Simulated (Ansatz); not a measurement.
**wB97X/def2-SVP run of GeSiH5Cl (SMILES [SiH3][GeH2][Cl])**

What is the electronic atomisation energy of GeSiH5Cl at wB97X/def2-SVP? 

The results are computed with Ansatz 0.2.0.

57 further runs of the same task are left out: 57 set aside as unsound or not needed.

### 1 Starting point

GeSiH5Cl: 8 atoms, total charge 0, spin state singlet. SMILES: `[SiH3][GeH2][Cl]`. Geometry: relaxed at PBE0-D4/def2-TZVP.

Bond lengths: Si1–Ge2 2.380 Å, Ge2–Cl3 2.169 Å, Si1–H4 1.487 Å, Si1–H5 1.484 Å, Si1–H6 1.484 Å, Ge2–H7 1.537 Å, Ge2–H8 1.537 Å. Some angles: Si1–Ge2–Cl3 106.5°, Si1–Ge2–H7 114.0°, Si1–Ge2–H8 114.0°, Cl3–Ge2–H7 106.1°, Cl3–Ge2–H8 106.1°, Ge2–Si1–H4 109.5°, Ge2–Si1–H5 108.9°, Ge2–Si1–H6 108.9°, H7–Ge2–H8 109.6°, H4–Si1–H5 109.7°.

### 2 The energy at wB97X/def2-SVP

Contents of job.yaml:

```yaml
basis:
  gaussian: {orbitals: def2-SVP}
crystal:
  periodic: [false, false, false]
  atoms:
    - {symbol: Si, position_ang: [-0.863600, 0.827300, -0.302500]}
    - {symbol: Ge, position_ang: [0.738300, -0.882000, 0.118400]}
    - {symbol: Cl, position_ang: [1.963100, -0.183700, 1.766200]}
    - {symbol: H, position_ang: [-1.744900, 0.416200, -1.427300]}
    - {symbol: H, position_ang: [-0.149800, 2.078700, -0.658900]}
    - {symbol: H, position_ang: [-1.678500, 1.035600, 0.920200]}
    - {symbol: H, position_ang: [1.703100, -1.135200, -1.051200]}
    - {symbol: H, position_ang: [0.124600, -2.213900, 0.579200]}
output: {orbitals: {seedname: orbitals}}
hamiltonian: {xc: {name: wB97X}}
accuracy: high
```

On the command line:

```sh
$ ansatz run job.yaml --threads 1 --pin off --max-ram 3480MiB --events-out events.jsonl --progress --plain --runs-dir runs
```

What it wrote:

```text
Warning: RAYON_NUM_THREADS=1 ignored (pool sized by the plan → 1); use --threads N
Functional definition: wB97X
  name "wB97X"
  parameter omega = 0.3/bohr
  parameter cx = 0.157706
  parameter cx1 = 0.726479
  parameter cx2 = 1.04760
  parameter cx3 = -5.70635
  parameter cx4 = 13.2794
  parameter css1 = -4.33879
  parameter css2 = 18.2308
  parameter css3 = -31.7430
  parameter css4 = 17.2901
  parameter cos1 = 2.37031
  parameter cos2 = -11.3995
  parameter cos3 = 6.58405
  parameter cos4 = -3.78132
  exchange = spin_sum(e_x_unif_sr(omega)*poly(b97_u_x, 1 - cx, cx1, cx2, cx3, cx4)) + cx*exact_x_sr(omega)
      + exact_x_lr(omega)
  correlation = spin_sum(e_c_pw_same_spin*poly(b97_u_same, 1, css1, css2, css3, css4))
      + integral(e_c_pw_opposite_spin*poly(b97_u_opposite, 1, cos1, cos2, cos3, cos4))
1916 factors; integrals over basis functions are off by at most 4.8e-9 eV
386 factors; integrals over basis functions are off by at most 2.3e-9 eV
mean field evaluation 1: about -76987.5804 eV, gradient 1.9e1 eV
mean field evaluation 2: about -76988.0124 eV, gradient 1.7e1 eV
mean field evaluation 4: about -76988.3905 eV, gradient 6.8e-1 eV
mean field evaluation 8: about -76988.4611 eV, gradient 2.7e-2 eV
mean field evaluation 16: about -76988.4611 eV, gradient 1.9e-5 eV
mean field -76988.46108550 eV, -2829.2737602388 hartree, gradient 2.5e-8 eV, S^2 0.000000; 0 other end points of the search recorded, 0 dependent functions left out
reference -76988.46108245 eV, -2829.2737601268 hartree; 34, 34 occupied and 59, 59 virtual orbitals, 1916 factors
Total energy: -76988.46108245 eV, -2829.2737601268 hartree
```

Wall time 12 s (1 thread of AMD EPYC 9R45 (Zen 5), shared host); peak memory 0.59 GiB.

### 3 The Cl atom

Contents of input.yaml:

```yaml
basis:
  gaussian: {orbitals: def2-SVP}
crystal:
  periodic: [false, false, false]
  atoms:
    - {symbol: Cl, position_ang: [0.000000, 0.000000, 0.000000]}
magnetization: {spin_polarized: true, initial_magnetization: 1}
hamiltonian: {xc: {name: wB97X}}
accuracy: high
```

Run the same way, it converges to -459.99022 Eh (log not shown).

### 4 The Ge atom at the same level

Contents of input.yaml:

```yaml
crystal:
  periodic: [false, false, false]
  atoms:
    - {symbol: Ge, position_ang: [0.000000, 0.000000, 0.000000]}
basis:
  gaussian:
    orbitals: def2-SVP
accuracy: high
hamiltonian:
  xc: {name: wB97X}
magnetization:
  spin_polarized: true
  initial_magnetization: 2
```

Run the same way, it converges to -2076.69094 Eh (log not shown).

### 5 The H atom at the same level

Contents of in.yaml:

```yaml
crystal:
  periodic: [false, false, false]
  atoms:
    - {symbol: H, position_ang: [0.000000, 0.000000, 0.000000]}
basis:
  gaussian:
    orbitals: def2-SVP
magnetization:
  spin_polarized: true
  initial_magnetization: 1
hamiltonian:
  xc: {name: wB97X}
accuracy: high
```

On the command line:

```sh
$ ansatz run in.yaml --threads 1 --pin off --max-ram 3480MiB --events-out events.jsonl --progress --plain --runs-dir runs
```

What it wrote, shortened:

```text
Warning: RAYON_NUM_THREADS=1 ignored (pool sized by the plan → 1); use --threads N
[... 2 set-up lines as earlier in the session ...]
[...]
      + exact_x_lr(omega)
[...]
      + integral(e_c_pw_opposite_spin*poly(b97_u_opposite, 1, cos1, cos2, cos3, cos4))
15 factors; integrals over basis functions are off by at most 8.9e-10 eV
15 factors; integrals over basis functions are off by at most 7.0e-10 eV
[...]
mean field -13.62211750 eV, -0.5006035846 hartree, gradient 3.3e-9 eV, S^2 0.750000; 0 other end points of the search recorded, 0 dependent functions left out
reference -13.62211771 eV, -0.5006035924 hartree; 1, 0 occupied and 4, 5 virtual orbitals, 15 factors
Total energy: -13.62211771 eV, -0.5006035924 hartree
```

Run time: 0.24 s. Hardware: 1 thread of AMD EPYC 9R45 (Zen 5), shared host.

### 6 The Si atom, same level

Contents of run.yaml:

```yaml
crystal:
  periodic: [false, false, false]
  atoms:
    - {symbol: Si, position_ang: [0.000000, 0.000000, 0.000000]}
basis:
  gaussian: {orbitals: def2-SVP}
magnetization: {spin_polarized: true, initial_magnetization: 2}
hamiltonian: {xc: {name: wB97X}}
accuracy: high
```

Run the same way, it converges to -289.26178 Eh (log not shown).

### 7 Results

Level: wB97X/def2-SVP.

| quantity | value |
| --- | --- |
| molecule: total energy | -2829.27376 Eh |
| molecule: HOMO energy | -10.32 eV |
| molecule: LUMO energy | 1.62 eV |
| molecule: HOMO–LUMO gap | 11.95 eV |
| Cl atom: total energy | -459.99022 Eh |
| Cl atom: ⟨S²⟩ | 0.752 |
| Ge atom: total energy | -2076.69094 Eh |
| Ge atom: ⟨S²⟩ | 2.002 |
| H atom: total energy | -0.50060 Eh |
| H atom: ⟨S²⟩ | 0.750 |
| Si atom: total energy | -289.26178 Eh |
| Si atom: ⟨S²⟩ | 2.004 |
| electronic atomisation energy | 22.526 eV |

In words: Taking the molecule apart into free atoms costs 22.53 eV (2173 kJ/mol), before zero-point energy and without spin-orbit coupling.
